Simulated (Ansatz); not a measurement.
**FH4InO2Si: a ladder of functionals and wavefunction methods**

One table from this session's results is given with a row withheld; the runs are named, their logs left out.

Computed with Ansatz 0.2.0, Gaussian basis. Level: functionals in def2-TZVPP, the program's frozen cores in correlated methods.

Levels to be run: LDA (SPW92), PBE-D4, revPBE-D4, BLYP-D4, r2SCAN-D4, B97M-V, PBE0-D4, B3LYP-D4, r2SCANh-D4, r2SCAN0-D4, HSE06-D4, BHLYP-D4, CAM-B3LYP-D4, LC-ωPBE, ωB97X-V, ωB97M-V, B2PLYP, PBE-QIDH; CCSD(T)/def2-SVP; CCSD(T)/def2-TZVPP; MP2/def2-QZVPP; extrapolation to the limit; RPA on PBE.

**Structure used throughout**

The geometry comes from an earlier relaxation with PBE0-D4 in a triple-zeta def2 set; it is a stationary point, not always the lowest conformer. In takes the def2 core potential; no spin-orbit term is included.

SMILES `[OH][In]([F])[O][SiH3]`, 9 atoms, charge 0, spin multiplicity 1.

Atoms are counted from 1 here; the program's logs count them from 0.

Bond lengths: O1–In2 1.955 Å, O1–H6 0.962 Å, In2–F3 1.946 Å, In2–O4 1.946 Å, O4–Si5 1.639 Å, Si5–H7 1.489 Å, Si5–H8 1.486 Å, Si5–H9 1.489 Å. Angles: In2–O1–H6 111.1°, O1–In2–F3 117.9°, O1–In2–O4 125.4°, F3–In2–O4 116.6°, In2–O4–Si5 135.9°, O4–Si5–H7 111.2°, O4–Si5–H8 107.9°, O4–Si5–H9 111.2°, H7–Si5–H8 109.2°, H7–Si5–H9 108.3°, H8–Si5–H9 109.1°.

The first run:

File in.yaml:

```yaml
crystal:
  periodic: [false, false, false]
  atoms:
    - {symbol: O, position_ang: [-2.484880, 1.874094, 0.672455]}
    - {symbol: In, position_ang: [-0.721718, 1.048249, 0.498901]}
    - {symbol: F, position_ang: [0.793243, 1.953163, 1.318227]}
    - {symbol: O, position_ang: [-0.343325, -0.619017, -0.430619]}
    - {symbol: Si, position_ang: [0.991392, -1.520386, -0.732579]}
    - {symbol: H, position_ang: [-2.434837, 2.694060, 1.172982]}
    - {symbol: H, position_ang: [2.000325, -0.745007, -1.506187]}
    - {symbol: H, position_ang: [0.572990, -2.704382, -1.526190]}
    - {symbol: H, position_ang: [1.626808, -1.980764, 0.533019]}
basis:
  gaussian: {orbitals: def2-TZVPP}
hamiltonian: {xc: lda}
output: {orbitals: {seedname: orbitals}}
```

Launch:

```sh
ansatz run in.yaml --threads 4 --pin off --events-out ev --progress --plain --max-ram 10444MiB
```

Steps of the session up to this table: LDA; PBE-D4 (GGA); revPBE-D4 (GGA); BLYP-D4 (GGA); r2SCAN-D4 (meta-GGA); B97M-V (meta-GGA); B3LYP-D4 (hybrid); r2SCANh-D4 (hybrid); r2SCAN0-D4 (hybrid); HSE06-D4 (hybrid); BHLYP-D4 (hybrid); CAM-B3LYP-D4 (range-separated); LC-ωPBE (range-separated); ωB97X-V (range-separated); ωB97M-V (range-separated); B2PLYP (double hybrid); PBE-QIDH (double hybrid).

One table of the session follows, with a row left open; its other results are not shown here.

It belongs to the step «Frontier levels by functional». 

| functional | HOMO (eV) | LUMO (eV) | gap (eV) |
| --- | --- | --- | --- |
| LDA (SPW92) | -7.42 | -3.82 | 3.60 |
| PBE-D4 | -7.29 | -3.48 | 3.81 |
| revPBE-D4 | -7.24 | -3.33 | 3.90 |
| BLYP-D4 | -7.22 | -3.47 | 3.75 |
| r2SCAN-D4 | -7.65 | -3.24 | 4.41 |
| B97M-V | -7.73 | -3.41 | 4.32 |
| PBE0-D4 | ? | ? | ? |
| B3LYP-D4 | -8.55 | -2.91 | 5.64 |
| r2SCANh-D4 | -8.19 | -2.90 | 5.28 |
| r2SCAN0-D4 | -9.00 | -2.41 | 6.59 |
| HSE06-D4 | -8.34 | -2.92 | 5.43 |
| BHLYP-D4 | -10.16 | -1.70 | 8.45 |
| CAM-B3LYP-D4 | -10.20 | -1.62 | 8.58 |
| LC-ωPBE | -11.54 | -0.21 | 11.33 |
| ωB97X-V | -11.21 | -0.43 | 10.78 |
| ωB97M-V | -11.06 | -0.63 | 10.44 |

Q: Estimate the row for PBE0-D4 from the others.

As computed: HOMO (eV): -8.75; LUMO (eV): -2.54; gap (eV): 6.21. In the column «HOMO (eV)» it lies between r2SCAN0-D4 (-9.00) and B3LYP-D4 (-8.55).
